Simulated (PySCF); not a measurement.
Molecule: P4, in a box.

```xyz
4
Lattice="12.0000 0.0000 0.0000 0.0000 12.0000 0.0000 0.0000 0.0000 11.0000" Properties=species:S:1:pos:R:3 pbc="T T T"
P     5.0423    5.8893    6.4882
P     7.0055    6.1949    5.6221
P     5.5854    4.9732    4.6239
P     5.3816    7.0740    4.6801
```

The cell isn't the ideal one: atoms moved at random, drawn with an rms of 0.05 Å.

Base run:

* Program: PySCF 2.14.0
* Functional: r2SCANh
* Potentials or basis: cc-pvdz (all-electron)
* k mesh: 1 × 1 × 1
* Occupations: fixed
* Spin: no spin polarisation

Its results: gap between the frontier levels 6.25 eV.

Task: The run is repeated on the same cell with these changes: functional from r2SCANh to PBE50. What comes out?

Result: Gap between the frontier levels 8.95 eV.

Caveats: this is a molecule in a periodic box at the Γ point, so its band gap is the HOMO-LUMO gap; the basis of atomic orbitals isn't converged, which shifts pressures, moduli and gaps.

